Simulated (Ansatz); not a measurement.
# C4H8Si: up Jacob's ladder to CCSD(T)

An exercise on one series of results from a longer session: the logs are not shown, and one member is left open.

Method: functionals in def2-TZVPP, the program's frozen cores in correlated methods; program: Ansatz 0.2.0, Gaussian basis.

The runs, in order: PBE-D4, r2SCAN-D4, PBE0-D4, B3LYP-D4, ωB97X-V, ωB97M-V, B2PLYP; CCSD(T)/def2-TZVPP; MP2/def2-QZVPP; extrapolation to the limit.

**Structure used throughout**

An earlier PBE0-D4 in a triple-zeta def2 set relaxation fixed the geometry.

SMILES `CCC1=C[SiH2]1`, 13 atoms, charge 0, spin multiplicity 1.

Atoms are counted from 1 here; the program's logs count them from 0.

Bond lengths: C1–C2 1.519 Å, C1–H6 1.092 Å, C1–H7 1.093 Å, C1–H8 1.093 Å, C2–C3 1.482 Å, C2–H9 1.096 Å, C2–H10 1.096 Å, C3–C4 1.333 Å, C3–Si5 1.814 Å, C4–Si5 1.803 Å, C4–H11 1.084 Å, Si5–H12 1.485 Å, Si5–H13 1.485 Å. Angles: C2–C1–H6 111.1°, C2–C1–H7 111.0°, C2–C1–H8 111.0°, H6–C1–H7 108.0°, H6–C1–H8 108.0°, H7–C1–H8 107.7°, C1–C2–C3 113.8°, C1–C2–H9 110.7°, C1–C2–H10 110.7°, C3–C2–H9 108.2°, C3–C2–H10 108.2°, H9–C2–H10 104.9°, C2–C3–C4 137.4°, C2–C3–Si5 154.6°, C4–C3–Si5 67.9°, C3–C4–Si5 68.8°, C3–C4–H11 135.7°, Si5–C4–H11 155.4° and more.

The first run:

in.yaml reads:

```yaml
crystal:
  periodic: [false, false, false]
  atoms:
    - {symbol: C, position_ang: [-1.431354, 1.276558, -0.215868]}
    - {symbol: C, position_ang: [-0.105475, 0.981822, 0.464859]}
    - {symbol: C, position_ang: [0.466141, -0.339472, 0.114166]}
    - {symbol: C, position_ang: [0.135996, -1.380878, -0.650291]}
    - {symbol: Si, position_ang: [1.709759, -1.658541, 0.184442]}
    - {symbol: H, position_ang: [-1.811922, 2.258329, 0.073532]}
    - {symbol: H, position_ang: [-1.324297, 1.263403, -1.303069]}
    - {symbol: H, position_ang: [-2.183318, 0.530847, 0.052644]}
    - {symbol: H, position_ang: [-0.211294, 1.030389, 1.554839]}
    - {symbol: H, position_ang: [0.635031, 1.751724, 0.219144]}
    - {symbol: H, position_ang: [-0.691282, -1.633140, -1.303021]}
    - {symbol: H, position_ang: [1.826771, -2.563597, 1.355316]}
    - {symbol: H, position_ang: [3.005645, -1.552144, -0.531893]}
basis:
  gaussian: {orbitals: def2-TZVPP}
hamiltonian: {xc: pbe, dispersion: d4}
output: {forces: true, orbitals: {seedname: orbitals}}
```

The run is started by

```console
> ansatz run in.yaml --threads 4 --pin off --events-out ev --progress --plain --max-ram 10444MiB
```

Steps of the session up to this table: PBE-D4 (GGA); r2SCAN-D4 (meta-GGA); PBE0-D4 (hybrid); B3LYP-D4 (hybrid); ωB97X-V (range-separated); ωB97M-V (range-separated); B2PLYP (double hybrid); CCSD(T) in def2-TZVPP; MP2 in def2-QZVPP.

One of the session's tables, all rows but one given; the rest of the session is left out.

| method | atomisation energy (eV) |
| --- | --- |
| PBE-D4 | 53.484 |
| r2SCAN-D4 | 52.650 |
| PBE0-D4 | 52.836 |
| B3LYP-D4 | 52.450 |
| ωB97X-V | 52.574 |
| ωB97M-V | 52.601 |
| B2PLYP | 51.928 |
| HF/def2-TZVPP | ? |
| MP2/def2-TZVPP | 51.838 |
| CCSD/def2-TZVPP | 50.443 |
| CCSD(T)/def2-TZVPP | 51.174 |
| MP2/CBS | 53.047 |
| CCSD(T)/CBS | 52.384 |

Estimate the missing values for HF/def2-TZVPP.

The run gave: atomisation energy (eV): 39.229. In the column «atomisation energy (eV)» it is the lowest.
